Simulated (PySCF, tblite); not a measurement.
# C6H12BCl2N: geometry, infrared bands and NMR shifts

What infrared bands and NMR shifts should C6H12BCl2N (`C[N+]1(C)[BH2-]C(C(Cl)Cl)=CC1`) show?

Computed with tblite 0.8.0 and PySCF 2.14.0, with density-fitted response routines of our own, on a single molecule in the gas phase. Atoms count from 0, in the outputs and in this text.

## Step 1: Starting geometry

22 atoms, charge 0, multiplicity 1; geometry from: force field or distance geometry start.

Bonds of the start (Å): C0–N1 1.43, N1–C2 1.44, N1–B3 1.55, B3–C4 1.58, C4–C5 1.48, C5–Cl6 1.76, C5–Cl7 1.78, C4–C8 1.32, C8–C9 1.49, C9–N1 1.42, C0–H10 1.12, C0–H11 1.14, C0–H12 1.11, C2–H13 1.10, C2–H14 1.13, C2–H15 1.10, B3–H16 1.20, B3–H17 1.18, C5–H18 1.11, C8–H19 1.11, C9–H20 1.11, C9–H21 1.12.

## Step 2: Geometry optimisation with GFN2-xTB

Job settings and geometry (Å):

```
{"job": {"kind": "relax", "xc": "GFN2-xTB", "basis": "xTB"}, "charge": 0, "multiplicity": 1}
C     -1.058800     0.364700     1.408300
N     -0.974300    -0.152300     0.074200
C     -2.094100    -0.945200    -0.347400
B      0.302900    -1.020900    -0.074700
C      1.410400     0.104600    -0.203100
C      2.860800     0.002800     0.086800
Cl     3.099700    -0.409500     1.777800
Cl     3.680200     1.548100    -0.236800
C      0.765200     1.166500    -0.656400
C     -0.691400     0.902600    -0.838800
H     -0.769900    -0.383700     2.194000
H     -2.146500     0.614800     1.625500
H     -0.481300     1.301600     1.529900
H     -3.007900    -0.660900     0.188600
H     -2.303700    -0.727700    -1.437000
H     -1.831600    -2.009200    -0.267600
H      0.502800    -1.649800     0.930000
H      0.305800    -1.663200    -1.059600
H      3.357100    -0.797400    -0.498100
H      1.253100     2.139200    -0.858500
H     -1.310500     1.812500    -0.676100
H     -0.878500     0.481800    -1.864200
```

Started as:

```
OMP_NUM_THREADS=1 python probes_run.py task.json out
```

The driver reads the jobs from task.json and runs them one after another.

Output:

```text
step      E/eV     max force
  0    -876.13462    2.520
  1    -876.42423    1.274
  2    -876.50880    0.696
  3    -876.56585    0.609
  4    -876.61437    0.407
  5    -876.63592    0.391
  6    -876.65179    0.261
  7    -876.66757    0.273
  8    -876.68012    0.258
  9    -876.68884    0.221
 10    -876.69437    0.168
 11    -876.69907    0.144
 12    -876.70504    0.211
 13    -876.71319    0.275
 14    -876.72363    0.293
 15    -876.73508    0.259
 16    -876.74622    0.262
 17    -876.75653    0.225
 18    -876.76615    0.235
 19    -876.77623    0.251
 20    -876.78783    0.253
 21    -876.80151    0.323
 22    -876.81687    0.295
 23    -876.83246    0.239
 24    -876.84644    0.264
 25    -876.85882    0.256
 26    -876.86763    0.354
 27    -876.85823    0.541
 28    -876.88363    0.191
 29    -876.88838    0.134
 30    -876.89624    0.137
 31    -876.89805    0.120
 32    -876.90258    0.090
 33    -876.90440    0.077
 34    -876.90647    0.074
 35    -876.90757    0.069
 36    -876.90846    0.057
 37    -876.90909    0.046
 38    -876.90965    0.048
 39    -876.91012    0.052
 40    -876.91061    0.049
 41    -876.91123    0.064
 42    -876.91204    0.073
 43    -876.91308    0.107
 44    -876.91432    0.112
 45    -876.91574    0.086
 46    -876.91715    0.078
 47    -876.91835    0.082
 48    -876.91932    0.102
 49    -876.92027    0.091
 50    -876.92128    0.078
 51    -876.92221    0.075
 52    -876.92287    0.041
 53    -876.92323    0.039
 54    -876.92344    0.036
 55    -876.92374    0.040
 56    -876.92405    0.043
 57    -876.92436    0.045
 58    -876.92462    0.029
 59    -876.92484    0.032
 60    -876.92504    0.025
 61    -876.92523    0.032
 62    -876.92545    0.033
 63    -876.92571    0.041
 64    -876.92599    0.041
 65    -876.92625    0.031
 66    -876.92648    0.033
 67    -876.92670    0.029
 68    -876.92691    0.035
 69    -876.92708    0.033
 70    -876.92721    0.027
 71    -876.92737    0.034
 72    -876.92759    0.040
 73    -876.92789    0.043
 74    -876.92819    0.038
 75    -876.92843    0.035
 76    -876.92864    0.032
 77    -876.92886    0.030
 78    -876.92910    0.029
 79    -876.92930    0.027
 80    -876.92947    0.026
 81    -876.92964    0.026
 82    -876.92981    0.028
 83    -876.92995    0.024
 84    -876.93006    0.026
 85    -876.93017    0.024
 86    -876.93033    0.030
 87    -876.93057    0.032
 88    -876.93086    0.030
 89    -876.93103    0.029
 90    -876.93118    0.026
 91    -876.93131    0.024
 92    -876.93144    0.025
 93    -876.93156    0.026
 94    -876.93168    0.031
 95    -876.93177    0.025
 96    -876.93183    0.013
 97    -876.93187    0.015
 98    -876.93191    0.013
 99    -876.93195    0.013
100    -876.93198    0.010
101    -876.93201    0.011
102    -876.93203    0.010
103    -876.93206    0.010
104    -876.93209    0.010
105    -876.93211    0.009
```

It took 4.1 s on 1 thread of Intel Xeon at 2.50GHz, shared host.

Step by step: (not every step is listed)

| step | energy from step 0 (eV) | largest force (eV/Å) |
| --- | --- | --- |
| 0 | 0.0000 | 2.5197 |
| 1 | -0.2896 | 1.2736 |
| 2 | -0.3742 | 0.6964 |
| 3 | -0.4312 | 0.6093 |
| 4 | -0.4797 | 0.4070 |
| 5 | -0.5013 | 0.3908 |
| 6 | -0.5172 | 0.2607 |
| 7 | -0.5329 | 0.2729 |
| 8 | -0.5455 | 0.2581 |
| 17 | -0.6219 | 0.2253 |
| 26 | -0.7330 | 0.3542 |
| 35 | -0.7729 | 0.0695 |
| 44 | -0.7797 | 0.1120 |
| 53 | -0.7886 | 0.0394 |
| 62 | -0.7908 | 0.0325 |
| 71 | -0.7927 | 0.0336 |
| 80 | -0.7948 | 0.0263 |
| 89 | -0.7964 | 0.0292 |
| 98 | -0.7973 | 0.0130 |
| 100 | -0.7974 | 0.0105 |
| 101 | -0.7974 | 0.0112 |
| 102 | -0.7974 | 0.0100 |
| 103 | -0.7974 | 0.0105 |
| 104 | -0.7975 | 0.0103 |
| 105 | -0.7975 | 0.0086 |

Distances of close pairs at the start and the end, largest changes first:

| bond | before (Å) | after (Å) | change (Å) |
| --- | --- | --- | --- |
| N1–B3 | 1.552 | 1.649 | +0.097 |
| N1–C9 | 1.424 | 1.477 | +0.053 |
| C0–H11 | 1.137 | 1.094 | -0.043 |
| C2–H14 | 1.131 | 1.088 | -0.043 |
| C5–Cl6 | 1.757 | 1.794 | +0.037 |
| C0–H10 | 1.123 | 1.087 | -0.035 |
| C0–N1 | 1.433 | 1.462 | +0.029 |
| C9–H21 | 1.124 | 1.095 | -0.029 |

The next job starts from the end point, and lists it.

## Step 3: Infrared spectrum with GFN2-xTB

Job settings and geometry (Å):

```
{"job": {"kind": "ir", "xc": "GFN2-xTB", "basis": "xTB"}, "charge": 0, "multiplicity": 1}
C     -1.154746     0.170804     1.454242
N     -0.958425    -0.209323     0.056012
C     -2.137180    -0.920244    -0.422840
B      0.429866    -1.088926    -0.073698
C      1.443337     0.153176    -0.231599
C      2.895043     0.080961     0.019444
Cl     3.184840     0.279300     1.778558
Cl     3.849311     1.321135    -0.844842
C      0.786122     1.253195    -0.583904
C     -0.684320     1.005784    -0.737520
H     -1.292228    -0.722378     2.059100
H     -2.029756     0.817481     1.563917
H     -0.269219     0.694560     1.806571
H     -3.031713    -0.296160    -0.347666
H     -1.990281    -1.214879    -1.459438
H     -2.278818    -1.820734     0.171364
H      0.567557    -1.751107     0.898939
H      0.367087    -1.720459    -1.080185
H      3.317558    -0.887966    -0.249140
H      1.196775     2.229270    -0.788144
H     -1.304545     1.844574    -0.404258
H     -0.916678     0.801321    -1.788118
```

Output:

```text
mode    cm-1     km/mol
  1      29.2      1.00
  2      63.4      3.45
  3     129.6      2.09
  4     162.4      2.37
  5     197.9      1.66
  6     238.2      0.05
  7     259.9      1.37
  8     271.1      0.90
  9     297.1      1.44
 10     327.0      4.89
 11     376.5      3.85
 12     415.8      0.67
 13     430.6      2.97
 14     459.0      0.33
 15     540.7      3.49
 16     630.7     24.03
 17     646.1      8.57
 18     673.8      1.37
 19     692.3      2.35
 20     793.7      5.30
 21     823.3      6.87
 22     860.3     22.67
 23     901.7     23.92
 24     933.6      1.00
 25     958.9      0.85
 26    1024.0      4.13
 27    1028.9      2.20
 28    1048.7     60.01
 29    1059.4     62.09
 30    1088.2     13.73
 31    1132.0     14.74
 32    1138.8     25.67
 33    1152.6     36.13
 34    1187.0     17.31
 35    1205.7     23.69
 36    1226.6     44.04
 37    1238.6     14.43
 38    1257.5     10.15
 39    1264.2      3.77
 40    1311.2      4.10
 41    1404.7      3.31
 42    1422.2      4.30
 43    1455.6      0.98
 44    1471.9      2.07
 45    1477.9      4.95
 46    1478.3      8.42
 47    1492.4     14.27
 48    1681.7      3.25
 49    2462.7    179.05
 50    2512.8    150.90
 51    2920.4     24.56
 52    2940.3     39.03
 53    2957.9      0.21
 54    2961.9     24.38
 55    2967.3     69.09
 56    3035.2      5.51
 57    3041.9     10.53
 58    3042.9     13.68
 59    3047.7     11.92
 60    3087.4     36.36
```

Run time: 3.9 s. Hardware: 1 thread of Intel Xeon at 2.50GHz, shared host.

The strongest bands and the atoms that carry them (share of the mass-weighted mode):

| cm⁻¹ | km/mol | atoms |
| --- | --- | --- |
| 1049 | 60.0 | H16 18 %, H17 18 %, H20 11 % |
| 1059 | 62.1 | H19 16 %, C8 13 %, C9 13 %, H20 12 % |
| 1227 | 44.0 | H16 43 %, H17 39 % |
| 2463 | 179.1 | H17 92 % |
| 2513 | 150.9 | H16 92 % |
| 2940 | 39.0 | H21 50 %, H20 45 % |
| 2967 | 69.1 | H13 86 % |
| 3087 | 36.4 | H19 92 % |

## Step 4: Shielding tensors: PBE0/pcSseg-1

Same as in step 3 but for these lines:

```diff
@@ -1,2 +1,2 @@
-{"job": {"kind": "ir", "xc": "GFN2-xTB", "basis": "xTB"}, "charge": 0, "multiplicity": 1}
+{"job": {"kind": "nmr", "xc": "PBE0", "basis": "pcSseg-1"}, "charge": 0, "multiplicity": 1}
 C     -1.154746     0.170804     1.454242
```

With the program's defaults for keys left out, this is: GIAO PBE0/pcSseg-1 NMR shielding, non-relativistic, gas phase.

Output:

```text
coarse grid: 19352 points
cycle   1  E = -1234.9411781294  dE =  1.362e+00  |g| = 5.579e-01  |ddm| = 4.196e+00
cycle   2  E = -1234.9150342002  dE =  2.614e-02  |g| = 6.947e-01  |ddm| = 1.201e+00
cycle   3  E = -1235.0251808473  dE = -1.101e-01  |g| = 7.390e-02  |ddm| = 6.348e-01
cycle   4  E = -1235.0262087260  dE = -1.028e-03  |g| = 4.083e-02  |ddm| = 1.332e-01
cycle   5  E = -1235.0266005181  dE = -3.918e-04  |g| = 1.499e-02  |ddm| = 6.003e-02
cycle   6  E = -1235.0266505368  dE = -5.002e-05  |g| = 4.040e-03  |ddm| = 1.654e-02
cycle   7  E = -1235.0266543271  dE = -3.790e-06  |g| = 1.398e-03  |ddm| = 5.412e-03
final grid: 177408 points
cycle   8  E = -1235.0829445932  dE = -8.102e-05  |g| = 1.019e-02  |ddm| = 5.096e-02
cycle   9  E = -1235.0829355964  dE =  8.997e-06  |g| = 1.150e-02  |ddm| = 2.347e-02
cycle  10  E = -1235.0829708693  dE = -3.527e-05  |g| = 1.524e-03  |ddm| = 1.403e-02
cycle  11  E = -1235.0829713204  dE = -4.511e-07  |g| = 4.065e-04  |ddm| = 1.933e-03
cycle  12  E = -1235.0829713548  dE = -3.440e-08  |g| = 9.275e-05  |ddm| = 3.570e-04
cycle  13  E = -1235.0829713560  dE = -1.224e-09  |g| = 5.961e-05  |ddm| = 1.501e-04
cycle  14  E = -1235.0829713569  dE = -8.936e-10  |g| = 1.077e-05  |ddm| = 6.387e-05
converged SCF energy = -1235.0829713569

GIAO shielding tensors (ppm)
atom      isotropic    diamagn.    paramagn.     s11        s22        s33       span
  0 C      136.041     248.032    -111.991     97.899    125.070    185.154     87.255
  1 N      199.923     321.147    -121.223    172.152    199.154    228.464     56.313
  2 C      136.017     245.048    -109.031    106.135    118.493    183.422     77.287
  3 B      108.472     188.973     -80.501     88.625     97.902    138.889     50.263
  4 C       12.921     260.790    -247.869    -94.385     -5.746    138.895    233.280
  5 C      102.634     239.668    -137.035     67.345    111.827    128.729     61.384
  6 Cl     627.402    1145.446    -518.044    376.111    502.513   1003.581    627.469
  7 Cl     690.233    1144.960    -454.726    389.869    654.678   1026.153    636.285
  8 C       59.678     254.459    -194.781    -40.170     81.403    137.802    177.972
  9 C      115.881     251.072    -135.190     83.663    106.406    157.575     73.913
 10 H       29.192      30.325      -1.134     25.470     26.897     35.208      9.739
 11 H       29.827      30.365      -0.538     26.106     27.001     36.374     10.268
 12 H       28.191      30.416      -2.225     23.168     29.117     32.288      9.120
 13 H       29.336      28.736       0.600     25.361     26.433     36.213     10.852
 14 H       28.757      29.388      -0.632     24.569     26.795     34.906     10.337
 15 H       28.873      28.870       0.003     24.775     26.169     35.676     10.901
 16 H       29.204      32.317      -3.113     25.241     29.502     32.869      7.628
 17 H       28.880      32.038      -3.158     24.998     29.317     32.326      7.328
 18 H       25.294      27.264      -1.970     21.306     24.803     29.774      8.468
 19 H       25.570      32.083      -6.513     22.189     25.373     29.149      6.960
 20 H       28.537      31.920      -3.384     24.542     27.295     33.773      9.231
 21 H       27.849      31.718      -3.869     23.539     27.588     32.421      8.881
```

Wall time 2.6 min (1 thread of Intel Xeon at 2.50GHz, shared host); peak memory 1.1 GiB.

Shifts follow as δ = σ(reference) − σ, with reference shieldings (ppm) from runs at the same level and on the same kind of geometry: 1H TMS 31.72, 13C TMS 186.9, 15N NH3 267.7, 11B BF3·OEt2 100.1, 35Cl HCl 950. The references are single molecules in the gas phase, so shifts against H2O, NH3, PH3, H3PO4 or CFCl3 are not on the usual liquid scales and can be off by tens of ppm. Atoms listed in one row are averaged.

| atoms | environment | σ (ppm) | δ (ppm) | δ scaled to CDCl3 |
| --- | --- | --- | --- | --- |
| C4 | fully substituted alkene carbon | 12.9 | 174.0 | 167.9 |
| C8 | alkene CH | 59.7 | 127.2 | 122.3 |
| C5 | allylic sp3 CH bonded to 2 Cl | 102.6 | 84.3 | 80.4 |
| C9 | allylic sp3 CH2 bonded to N | 115.9 | 71.0 | 67.4 |
| C0, C2 | methyl carbon bonded to N | 136.0 | 50.9 | 47.8 |
| H18 | hydrogen on an allylic sp3 CH bonded to 2 Cl | 25.29 | 6.42 | 6.16 |
| H19 | hydrogen on an alkene CH | 25.57 | 6.15 | 5.90 |
| H20, H21 | hydrogen on an allylic sp3 CH2 bonded to N | 28.19 | 3.52 | 3.43 |
| H10, H11, H12, H13, H14, H15 | hydrogen on a methyl carbon bonded to N | 29.03 | 2.69 | 2.64 |
| H16, H17 | hydrogen on a boron bonded to C, N, in a 5-membered ring | 29.04 | 2.67 | – |
| N1 | donor nitrogen of a Lewis adduct | 199.9 | 67.8 | – |
| B3 | boron bonded to C, N, 2 H, in a 5-membered ring | 108.5 | -8.4 | – |
| Cl6, Cl7 | chlorine bonded to C | 659 | 291 | – |

The scaled column applies a straight-line fit of computed shieldings to shifts measured in CDCl3, with any fitted terms for Cl, Br or S neighbours (root-mean-square error 0.16 ppm for H, 1.9 ppm for C).

Charges from the same density, by scheme (e):

| atoms | Mulliken | IAO | Hirshfeld | ESP fit |
| --- | --- | --- | --- | --- |
| C0, C2 | -0.08 | -0.31 | -0.05 | -0.48 |
| N1 | -0.69 | -0.01 | 0.05 | 0.22 |
| B3 | 0.17 | -0.24 | -0.04 | -0.05 |
| C4 | -0.25 | -0.09 | -0.08 | 0.15 |
| C5 | -0.16 | -0.08 | 0.04 | -0.54 |
| Cl6, Cl7 | -0.08 | -0.09 | -0.07 | -0.04 |
| C8 | -0.14 | -0.18 | -0.07 | -0.20 |
| C9 | 0.05 | -0.16 | -0.01 | -0.14 |

Mayer bond orders: C0–N1 0.91, N1–C2 0.92, N1–B3 0.59, B3–C4 0.79, C4–C5 1.00, C5–Cl6 1.01, C5–Cl7 1.02, C4–C8 1.83, C8–C9 1.06, C9–N1 0.87.

Ring of atoms N1, B3, C4, C8, C9: NICS(0) -3.2, NICS(1) -2.9, NICS(1)zz -1.9 ppm (means of both faces; NICS(1) differs between them: -4.0 and -1.9).

## Step 5: Summary of results

| quantity | value |
| --- | --- |
| strongest single infrared mode (GFN2-xTB) | 2463 cm⁻¹, 179 km/mol |
| zero-point energy (GFN2-xTB) | 109.1 kcal/mol |
| 13C shifts against TMS (PBE0/pcSseg-1, means over atoms taken as alike) | 174.0, 127.2, 84.3, 71.0, 50.9 ppm |
| 1H shifts against TMS (PBE0/pcSseg-1, means over atoms taken as alike) | 6.42, 6.15, 3.52, 2.69, 2.67 ppm |
| 15N shifts against NH3 (PBE0/pcSseg-1) | 67.8 ppm |
| 11B shifts against BF3·OEt2 (PBE0/pcSseg-1) | -8.4 ppm |
| 35Cl shifts against HCl (PBE0/pcSseg-1, means over atoms taken as alike) | 291 ppm |

The optimisation took 105 steps and gained 0.797 eV; among the close pairs (by a distance rule), N1–B3 changed most, from 1.552 to 1.649 Å. All 60 modes are real, so the xTB geometry is a minimum. The strongest single mode, at 2463 cm⁻¹, moves mainly H17. Unscaled tight-binding wavenumbers are off by several per cent, some by more. Its intensities can rank the bands wrongly. C5 stands next to heavy halogen, whose spin-orbit shielding this run leaves out, so the computed shift lies too far downfield, most of all for carbon beside Br or I. H18 (hydrogen on an allylic sp3 CH bonded to 2 Cl) lies farthest downfield among hydrogen, at 6.42 ppm; its carbon carries Cl, which withdraws density. At PBE0/pcSseg-1: The largest span, 632 ppm, is at Cl6, Cl7, where the paramagnetic term is -486 ppm.
